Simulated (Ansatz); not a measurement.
# Si3NH9 (trisilylamine): PBE/6-31G(d) (spherical functions)

Aim: the energy change on altering one bond length of Si3NH9 (trisilylamine) at PBE/6-31G* (spherical functions), from 2 runs. 

Program for the calculation: Ansatz 0.2.0.

59 further runs of the same task are left out: 59 set aside as unsound or not needed.

### Step 1. Starting point

Si3NH9 has 13 atoms, charge 0, and is taken as a singlet. SMILES: `[SiH3]N([SiH3])[SiH3]`. The shape is that of a PBE0-D4/def2-TZVP optimisation.

Bond lengths: Si1–N2 1.735 Å, N2–Si3 1.735 Å, N2–Si4 1.735 Å, Si1–H5 1.488 Å, Si1–H6 1.487 Å, Si1–H7 1.487 Å, Si3–H8 1.487 Å, Si3–H9 1.487 Å, Si3–H10 1.488 Å, Si4–H11 1.487 Å, Si4–H12 1.488 Å, Si4–H13 1.487 Å. Some angles: Si1–N2–Si3 120.0°, Si1–N2–Si4 120.0°, Si3–N2–Si4 120.0°, N2–Si1–H5 107.2°, N2–Si1–H6 111.4°, N2–Si1–H7 111.4°, N2–Si3–H8 111.4°, N2–Si3–H9 111.4°, N2–Si3–H10 107.2°, N2–Si4–H11 111.4°.

### Step 2. The energy at PBE/6-31G(d) (spherical functions)

Input file run.yaml:

```yaml
crystal:
  periodic: [false, false, false]
  atoms:
    - symbol: Si
      position_ang: [-0.519450, 1.440730, -0.815850]
    - symbol: N
      position_ang: [-0.000690, -0.000090, 0.000350]
    - symbol: Si
      position_ang: [0.784860, 0.112060, 1.543580]
    - symbol: Si
      position_ang: [-0.265590, -1.552910, -0.727470]
    - symbol: H
      position_ang: [-1.148110, 1.019270, -2.096710]
    - symbol: H
      position_ang: [-1.512750, 2.195720, -0.007190]
    - symbol: H
      position_ang: [0.625850, 2.343510, -1.105390]
    - symbol: H
      position_ang: [0.020170, -0.607680, 2.596110]
    - symbol: H
      position_ang: [2.158120, -0.455830, 1.496860]
    - symbol: H
      position_ang: [0.862760, 1.555850, 1.894200]
    - symbol: H
      position_ang: [-1.713780, -1.813530, -0.940290]
    - symbol: H
      position_ang: [0.285610, -2.575110, 0.202450]
    - symbol: H
      position_ang: [0.422990, -1.661990, -2.040670]
basis:
  gaussian: {orbitals: 6-31G_st_-spherical.json}
hamiltonian: {xc: pbe}
accuracy: high
output: {orbitals: {seedname: orbitals}}
```

The basis set 6-31G* is read from a file made from the Basis Set Exchange's data (not shown).

The run is started by

```console
$ ansatz run run.yaml --threads 1 --pin off --max-ram 3480MiB --events-out events.jsonl --progress --plain --runs-dir runs
```

Standard output:

```text
Warning: RAYON_NUM_THREADS=1 ignored (pool sized by the plan → 1); use --threads N
Functional definition: PBE
  name "PBE"
  parameter kappa = 0.804
  parameter beta = 0.06672455060314922
  exchange = pbe_x(kappa = kappa, mu = beta*pi^2/3)
  correlation = pbe_c(beta = beta)
2086 factors; integrals over basis functions are off by at most 3.8e-9 eV
mean field evaluation 1: about -25245.4834 eV, gradient 6.4e1 eV
mean field evaluation 2: about -25208.4281 eV, gradient 1.3e2 eV
mean field evaluation 4: about -25254.0015 eV, gradient 3.5e0 eV
mean field evaluation 8: about -25254.0344 eV, gradient 2.6e-2 eV
mean field evaluation 16: about -25254.0344 eV, gradient 2.1e-6 eV
mean field -25254.03444211 eV, -928.0686479481 hartree, gradient 1.8e-8 eV, S^2 0.000000; 0 other end points of the search recorded, 0 dependent functions left out
reference -25254.03444684 eV, -928.0686481220 hartree; 29, 29 occupied and 57, 57 virtual orbitals, 2086 factors
Total energy: -25254.03444684 eV, -928.0686481220 hartree
```

It took 7.8 s on 1 thread of Arm Neoverse V2, shared host; peak memory 0.25 GiB.

### Step 3. The distorted shape, same level

Input file molecule.yaml:

```yaml
basis:
  gaussian:
    orbitals: 6-31G_st_-spherical.json
crystal:
  periodic: [false, false, false]
  atoms:
    - symbol: Si
      position_ang: [-0.205140, 1.651447, -0.175461]
    - symbol: "N"
      position_ang: [0.313620, 0.210627, 0.640739]
    - symbol: Si
      position_ang: [1.099170, 0.322777, 2.183969]
    - symbol: Si
      position_ang: [0.048720, -1.342193, -0.087081]
    - symbol: H
      position_ang: [-1.148110, 1.019270, -2.096710]
    - symbol: H
      position_ang: [-1.198440, 2.406437, 0.633199]
    - symbol: H
      position_ang: [0.940160, 2.554227, -0.465001]
    - symbol: H
      position_ang: [0.334480, -0.396963, 3.236499]
    - symbol: H
      position_ang: [2.472430, -0.245113, 2.137249]
    - symbol: H
      position_ang: [1.177070, 1.766567, 2.534589]
    - symbol: H
      position_ang: [-1.399470, -1.602813, -0.299901]
    - symbol: H
      position_ang: [0.599920, -2.364393, 0.842839]
    - symbol: H
      position_ang: [0.737300, -1.451273, -1.400281]
hamiltonian:
  xc: pbe
accuracy: high
output:
  orbitals: {seedname: orbitals}
```

The basis set 6-31G* is read from a file made from the Basis Set Exchange's data (not shown).

The run is started by

```console
$ ansatz run molecule.yaml --threads 1 --pin off --max-ram 3480MiB --events-out events.jsonl --progress --plain --runs-dir runs
```

Standard output (excerpt; [...] marks lines left out):

```text
Warning: RAYON_NUM_THREADS=1 ignored (pool sized by the plan → 1); use --threads N
[... 6 set-up lines as earlier in the session ...]
2087 factors; integrals over basis functions are off by at most 3.7e-9 eV
mean field evaluation 1: about -25243.6596 eV, gradient 6.4e1 eV
mean field evaluation 2: about -25169.5334 eV, gradient 1.4e2 eV
mean field evaluation 4: about -25251.4579 eV, gradient 1.3e1 eV
mean field evaluation 8: about -25252.2523 eV, gradient 2.3e-1 eV
mean field evaluation 16: about -25252.2390 eV, gradient 4.5e-5 eV
mean field -25252.23902018 eV, -928.0026674093 hartree, gradient 4.4e-8 eV, S^2 0.000000; 0 other end points of the search recorded, 0 dependent functions left out
reference -25252.23902492 eV, -928.0026675835 hartree; 29, 29 occupied and 57, 57 virtual orbitals, 2087 factors
Total energy: -25252.23902492 eV, -928.0026675835 hartree
```

Wall time 7.8 s (1 thread of Arm Neoverse V2, shared host); peak memory 0.25 GiB.

### Step 4. Summary of results

Level: PBE/6-31G* (spherical functions).

```
                                                          quantity          value
                                         first shape: total energy  -928.06865 Eh
                                          first shape: HOMO energy       -6.13 eV
                                          first shape: LUMO energy       -0.86 eV
                                        first shape: HOMO–LUMO gap        5.27 eV
                                     distorted shape: total energy  -928.00267 Eh
                                      distorted shape: HOMO energy       -6.34 eV
                                      distorted shape: LUMO energy       -1.98 eV
                                    distorted shape: HOMO–LUMO gap        4.36 eV
energy change with the Si1–H5 bond stretched from 1.488 to 2.232 Å       1.795 eV
```

With the Si1–H5 bond stretched from 1.488 to 2.232 Å the energy rises by 1.80 eV (173 kJ/mol). The first shape isn't relaxed at this level, so the change isn't measured from a minimum.
